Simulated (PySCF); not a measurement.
# From one method to the next for ZnBr

Starting from one script, swap the method and compare what comes out for ZnBr.

Computed with PySCF 2.14.0. Level: method and basis as typed in the scripts.

2 further runs of the same task are left out: 2 that didn't finish.

## Step 1: Starting geometry

ZnBr: 2 atoms, charge 0, spin multiplicity 2.

Bond lengths: Zn1–Br2 2.144 Å.

## Step 2: Base script

Contents of input.py:

```python
from pyscf import gto, scf, mp

mol = gto.M(
    atom='Zn 0 0 0; Br 0 0 2.144',
    basis='6-31g',
    charge=0,
    spin=1,
    symmetry=True,
    verbose=4,
)
mf = scf.UHF(mol)
mf.kernel()
mp.MP2(mf, frozen=14).kernel()
mf.dip_moment()
print('orbital energies (hartree):', [e[max(0, n-3):n+3].round(4) for e, n in zip(mf.mo_energy, mol.nelec)])
```

Run with:

```
python input.py
```

Its log is not repeated here.

Base result: E(SCF) = -4349.565589 Eh, 11 cycles, E(MP2) − E(SCF) = -0.39472 Eh, ⟨S²⟩ = 0.753, μ = 3.07 D (of the SCF density).

The bond length is a typed value, not an optimised one.

## Step 3: B3lyp5 (UKS)

Edit 1 changes functional: none (Hartree–Fock) → b3lyp5; SCF type: UHF → UKS; step after the SCF: mp2 → analyze.

Contents of input.py:

```python
from pyscf import gto, dft

mol = gto.M(
    atom='Zn 0 0 0; Br 0 0 2.144',
    basis='6-31g',
    charge=0,
    spin=1,
    symmetry=True,
    verbose=4,
)
mf = dft.UKS(mol, xc='b3lyp5')
mf.kernel()
mf.analyze()
print('orbital energies (hartree):', [e[max(0, n-3):n+3].round(4) for e, n in zip(mf.mo_energy, mol.nelec)])
```

Run with:

```
python input.py
```

## Step 4: O3lyp (UKS)

Edit 2 changes functional: none (Hartree–Fock) → o3lyp; SCF type: UHF → UKS; step after the SCF: mp2 → analyze.

Contents of input.py:

```python
from pyscf import gto, dft

mol = gto.M(
    atom='Zn 0 0 0; Br 0 0 2.144',
    basis='6-31g',
    charge=0,
    spin=1,
    symmetry=True,
    verbose=4,
)
mf = dft.UKS(mol, xc='o3lyp')
mf.kernel()
mf.analyze()
print('orbital energies (hartree):', [e[max(0, n-3):n+3].round(4) for e, n in zip(mf.mo_energy, mol.nelec)])
```

## Step 5: Stability test

Edit 3 changes step after the SCF: mp2 → stability; point-group symmetry: on → off.

input.py, as its differences from that of step 2:

```diff
@@ -1,2 +1,2 @@
-from pyscf import gto, scf, mp
+from pyscf import gto, scf
 
@@ -7,3 +7,2 @@
     spin=1,
-    symmetry=True,
     verbose=4,
@@ -12,3 +11,3 @@
 mf.kernel()
-mp.MP2(mf, frozen=14).kernel()
+mf.stability(internal=True, external=True)
 mf.dip_moment()
```

## Step 6: SCF alone

Edit 4 changes step after the SCF: mp2 → none.

input.py, as its differences from that of step 2:

```diff
@@ -1,2 +1,2 @@
-from pyscf import gto, scf, mp
+from pyscf import gto, scf
 
@@ -12,3 +12,2 @@
 mf.kernel()
-mp.MP2(mf, frozen=14).kernel()
 mf.dip_moment()
```

## Step 7: RHF

Edit 5 changes SCF type: UHF → RHF.

Contents of input.py:

```python
from pyscf import gto, scf, mp

mol = gto.M(
    atom='Zn 0 0 0; Br 0 0 2.144',
    basis='6-31g',
    charge=0,
    spin=1,
    symmetry=True,
    verbose=4,
)
mf = scf.RHF(mol)
mf.kernel()
mp.MP2(mf, frozen=14).kernel()
mf.dip_moment()
print('orbital energies (hartree):', mf.mo_energy[..., max(0, mol.nelec[1]-3):mol.nelec[0]+3].round(4))
```

**Question.** What will these runs give? Wanted: for each run, E(SCF); from base; gap, α spin; SCF dipole; after the SCF.

The runs gave:

```tsv
run	E(SCF) (hartree)	from base (eV)	cycles	gap, α spin (eV)	SCF dipole (D)	after the SCF
base	-4349.565589	0	11	9.46	3.07	MP2 correlation -10.741 eV, core frozen
b3lyp5 (UKS)	-4352.654583	not comparable	9	4.92	2.32	n/a
o3lyp (UKS)	-4353.756227	not comparable	9	4.47	2.31	n/a
stability test	-4349.565589	0.0000	11	9.46	3.07	stable
SCF alone	-4349.565589	0.0000	11	9.46	3.07	n/a
RHF	-4349.564795	+0.0216	10	n/a	3.09	MP2 correlation -10.736 eV, core frozen
```

What this shows: The α-spin gap between the frontier levels is 4.5 eV with o3lyp (12 % exact exchange) and 4.9 eV with b3lyp5 (20 %). Total energies of different functionals can't be compared with each other; differences within one functional can.
